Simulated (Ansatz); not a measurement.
# C3H7In: one species, many methods

Aim: compute C3H7In with functionals from several rungs and with coupled cluster. The yardstick is the atomisation energy at the CCSD(T) limit.

Method: functionals in def2-TZVPP, the program's frozen cores in correlated methods; program: Ansatz 0.2.0, Gaussian basis.

Levels to be run: PBE-D4, r2SCAN-D4, PBE0-D4, B3LYP-D4, ωB97X-V, ωB97M-V, B2PLYP; CCSD(T)/def2-TZVPP; MP2/def2-QZVPP; extrapolation to the limit.

### 1 The geometry

The geometry comes from an earlier relaxation with PBE0-D4 in a triple-zeta def2 set; it is a stationary point, not always the lowest conformer. In takes the def2 core potential; no spin-orbit term is included.

11 atoms, charge 0, spin multiplicity 1.

Atoms are counted from 1 here; the program's logs count them from 0.

Bond lengths: C1–C2 1.488 Å, C1–H5 1.093 Å, C1–H6 1.095 Å, C1–H7 1.092 Å, C2–C3 1.339 Å, C2–H8 1.086 Å, C3–H9 1.086 Å, C3–H10 1.085 Å, In4–H11 1.854 Å. Angles: C2–C1–H5 110.7°, C2–C1–H6 110.3°, C2–C1–H7 111.7°, H5–C1–H6 106.9°, H5–C1–H7 109.0°, H6–C1–H7 108.1°, C1–C2–C3 124.4°, C1–C2–H8 116.4°, C3–C2–H8 119.1°, C2–C3–H9 121.5°, C2–C3–H10 121.6°, H9–C3–H10 116.6°.

### 2 PBE-D4 (GGA)

in.yaml

```yaml
crystal:
  periodic: [false, false, false]
  atoms:
    - {symbol: C, position_ang: [-0.980188, 0.826345, 0.415111]}
    - {symbol: C, position_ang: [0.340741, 0.489959, -0.181935]}
    - {symbol: C, position_ang: [1.307671, -0.186938, 0.450629]}
    - {symbol: In, position_ang: [0.149831, -2.515364, -0.720026]}
    - {symbol: H, position_ang: [-1.794061, 0.467521, -0.220468]}
    - {symbol: H, position_ang: [-1.095412, 1.912044, 0.496328]}
    - {symbol: H, position_ang: [-1.092388, 0.398065, 1.413295]}
    - {symbol: H, position_ang: [0.516912, 0.840616, -1.194880]}
    - {symbol: H, position_ang: [1.189805, -0.517183, 1.478296]}
    - {symbol: H, position_ang: [2.278350, -0.351854, -0.004725]}
    - {symbol: H, position_ang: [-0.756061, -1.420011, -1.910826]}
basis:
  gaussian: {orbitals: def2-TZVPP}
hamiltonian: {xc: pbe, dispersion: d4}
output: {forces: true, orbitals: {seedname: orbitals}}
```

On the command line:

```console
ansatz run in.yaml --threads 4 --pin off --events-out ev --progress --plain --max-ram 10444MiB
```

The runs that follow: r2SCAN-D4 (meta-GGA); PBE0-D4 (hybrid); B3LYP-D4 (hybrid); ωB97X-V (range-separated); ωB97M-V (range-separated); B2PLYP (double hybrid); CCSD(T) in def2-TZVPP; MP2 in def2-QZVPP.

**Question.** What will the summary of the whole plan be? Wanted: atomisation energy, CCSD(T)/CBS; farthest; mean size of error, hybrid; mean size of error, range-separated; gap, smallest and largest; T1 diagnostic; triples share of the correlation energy.

**Answer**, as computed:

| quantity | value |
| --- | --- |
| atomisation energy, CCSD(T)/CBS | 932.3 kcal/mol |
| functionals within 9.3 kcal/mol (1.0 %) | r2SCAN-D4, PBE0-D4, B3LYP-D4, ωB97X-V, ωB97M-V |
| farthest | PBE-D4 (+15.7 kcal/mol) |
| mean size of error, hybrid | 2.8 kcal/mol |
| mean size of error, range-separated | 1.3 kcal/mol |
| gap, smallest and largest | 2.41 eV (PBE-D4), 7.68 eV (ωB97X-V) |
| T1 diagnostic | 0.0145 |
| triples share of the correlation energy | 3.7 % |

In words: PBE-D4 misses by +15.7 kcal/mol. Double hybrids carry the basis error of their MP2 part in triple zeta, and no dispersion term here, so their miss is partly the set-up's. The reference freezes the cores and leaves out spin-orbit coupling and excitations past (T), and its outer-core shells are covered unevenly, so misses under about 9.3 kcal/mol can't be ranked. All levels share the lack of spin-orbit coupling, which lowers the free heavy atoms and so the true binding. Hartree-Fock recovers 75 % of the binding; the rest is correlation. The gap grows from 2.4 to 7.7 eV across the functionals, mostly with the share of exact exchange. Correlated methods include outer-core shells of In, which these sets cover unevenly.
